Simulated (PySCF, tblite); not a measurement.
# C₇H₉FO₂: geometry, infrared bands and NMR shifts

What infrared bands and NMR shifts should C₇H₉FO₂ (`C=C[C@@]1(OC)C[C@H]1C(=O)F`) show?

Programs: tblite 0.8.0 and PySCF 2.14.0, with density-fitted response routines of our own. Each step states its level of theory. These are calculated values for one molecule in the gas phase, unless marked as measured. Atoms are numbered from 0 throughout.

## 1. The molecule as given

19 atoms, charge 0, multiplicity 1; geometry from: force field or distance geometry start.

Bonds of the start (Å): C0–C1 1.33, C1–C2 1.46, C2–O3 1.41, O3–C4 1.41, C2–C5 1.51, C5–C6 1.52, C6–C7 1.50, C7–O8 1.23, C7–F9 1.37, C6–C2 1.48, C0–H10 1.10, C0–H11 1.10, C1–H12 1.10, C4–H13 1.09, C4–H14 1.12, C4–H15 1.10, C5–H16 1.11, C5–H17 1.10, C6–H18 1.10.

## 2. Optimising the geometry with GFN2-xTB

The job: settings as JSON, then the geometry in Å.

```
{"job": {"kind": "relax", "xc": "GFN2-xTB", "basis": "xTB"}, "charge": 0, "multiplicity": 1}
C     -1.013100    -1.332500     1.489900
C     -0.375200    -0.251200     1.040500
C     -0.051100    -0.040600    -0.371700
O     -1.152500    -0.008100    -1.256000
C     -1.947800     1.048400    -0.773000
C      0.970800     0.998300    -0.766000
C      1.287500    -0.487900    -0.821500
C      2.289700    -0.865400     0.225900
O      2.225500    -0.301600     1.319200
F      3.247100    -1.823900    -0.005100
H     -1.211800    -1.410300     2.570700
H     -1.370400    -2.122600     0.806400
H     -0.065500     0.483400     1.793700
H     -2.852100     1.211400    -1.358800
H     -2.275200     0.799000     0.268500
H     -1.314200     1.947800    -0.684300
H      0.841800     1.558000    -1.719200
H      1.434300     1.591600     0.032400
H      1.322300    -0.984600    -1.799000
```

On the command line:

```sh
$ OMP_NUM_THREADS=1 python probes_run.py task.json out
```

One launch serves the whole session: the jobs run in the order shown.

**Question.** This job is followed by: GFN2-xTB harmonic vibrations, gas phase; GIAO PBE0/pcSseg-1 NMR shielding, non-relativistic, gas phase. Predict these results of the whole session: strongest single infrared mode (GFN2-xTB); zero-point energy (GFN2-xTB); ¹³C shifts against TMS (PBE0/pcSseg-1); ¹H shifts against TMS (PBE0/pcSseg-1, means over atoms taken as alike); ¹⁷O shifts against H2O (PBE0/pcSseg-1); ¹⁹F shifts against CFCl3 (PBE0/pcSseg-1); surface potential, 1st and 99th percentile.

**Answer**, as computed:

| quantity | value |
| --- | --- |
| strongest single infrared mode (GFN2-xTB) | 1841 cm⁻¹, 456 km/mol |
| zero-point energy (GFN2-xTB) | 90.7 kcal/mol |
| ¹³C shifts against TMS (PBE0/pcSseg-1) | 172.1, 140.9, 125.5, 74.4, 56.5, 32.4, 27.4 ppm |
| ¹H shifts against TMS (PBE0/pcSseg-1, means over atoms taken as alike) | 6.07, 6.00, 5.88, 3.42, 2.34, 1.75, 1.39 ppm |
| ¹⁷O shifts against H2O (PBE0/pcSseg-1) | 427.2, 38.9 ppm |
| ¹⁹F shifts against CFCl3 (PBE0/pcSseg-1) | 69.7 ppm |
| surface potential, 1st and 99th percentile | -1.44 V and 1.13 V |

**Reading.** The optimisation took 109 steps and gained 0.896 eV; among the close pairs (by a distance rule), C2–C6 changed most, from 1.481 to 1.543 Å. No mode is imaginary among the 51: a minimum at this level. The strongest single mode, at 1841 cm⁻¹, moves mainly C7 and O8. Unscaled tight-binding wavenumbers are off by several per cent, some by more. Its intensities can rank the bands wrongly. The most deshielded hydrogen is H12 (hydrogen on an alkene CH), at 6.07 ppm: olefinic region. At PBE0/pcSseg-1: The largest span, 619 ppm, is at O8, where the paramagnetic term is -495 ppm. At PBE0/pcSseg-1, counted by nearest atom on the grid, the HOMO lies on C0 30 %; C1 22 %, the LUMO on C7 31 %; O8 17 %.
